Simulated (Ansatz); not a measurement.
# BH5O2S: the cost of one run

All numbers below are computed with Ansatz 0.2.0 (RKS PBE-D4/6-31G*).

## 1. The starting structure

Bond lengths: B1–O2 1.760 Å, O2–H3 1.010 Å, B1–H4 1.190 Å, B1–O5 1.410 Å, O5–H6 1.010 Å, B1–S7 2.190 Å, S7–H8 1.400 Å, O2–H9 1.122 Å, S7–H9 1.382 Å. Angles: B1–O2–H3 109.5°, B1–O2–H9 86.3°, H3–O2–H9 100.3°, O2–B1–H4 120.0°, O2–B1–O5 120.0°, O2–B1–S7 71.6°, H4–B1–O5 120.0°, H4–B1–S7 105.4°, O5–B1–S7 92.8°, B1–O5–H6 109.5°, B1–S7–H8 109.5°, B1–S7–H9 64.5°, H8–S7–H9 116.4°, O2–H9–S7 137.6°.

Structure file:

```xyz
9

B     0.0000    0.0000    0.0000
O     0.0000    0.0000    1.7600
H    -0.9095   -0.2814    2.0971
H     1.0305    0.0000   -0.5950
O    -1.2211    0.0000   -0.7050
H    -1.7308   -0.8467   -0.4965
S    -0.2739    2.0601    0.6906
H    -1.5750    2.4834    0.3940
H    -0.1476    1.1101    1.6867
```

## 2. A restrained relaxation towards end A

Springs on the bonds that form and break draw the guess towards this end; the thresholds are loose.

File input.yaml:

```yaml
crystal:
  periodic: [false, false, false]
  atoms:
    - { symbol: B, position_ang: [0.0, 0.0, 0.0] }
    - { symbol: O, position_ang: [0.0, 0.0, 1.76] }
    - { symbol: H, position_ang: [-0.9095, -0.2814, 2.0971] }
    - { symbol: H, position_ang: [1.0305, 0.0, -0.595] }
    - { symbol: O, position_ang: [-1.2211, 0.0, -0.705] }
    - { symbol: H, position_ang: [-1.7308, -0.8467, -0.4965] }
    - { symbol: S, position_ang: [-0.2739, 2.0601, 0.6906] }
    - { symbol: H, position_ang: [-1.575, 2.4834, 0.394] }
    - { symbol: H, position_ang: [-0.1476, 1.1101, 1.6867] }
basis:
  gaussian: { orbitals: "6-31G*" }
hamiltonian:
  xc: pbe
  dispersion: d4
relax:
  f_tol: 0.15
  max_steps: 25
  restrain:
    - { distance: [0, 6], at: 3.09, k: 30.0 }
    - { distance: [8, 1], at: 2.21, k: 30.0 }
    - { distance: [0, 1], at: 1.41, k: 30.0 }
    - { distance: [8, 6], at: 1.4, k: 30.0 }
```

On the command line:

```bash
ansatz run input.yaml --threads 1 --pin off --max-ram 2048MiB --backend cpu --events-out ev --progress --plain --runs-dir out
```

What time and memory should one allow on 1 thread of Arm Neoverse V1, shared host?

About 25 s, with a peak of 0.14 GiB.
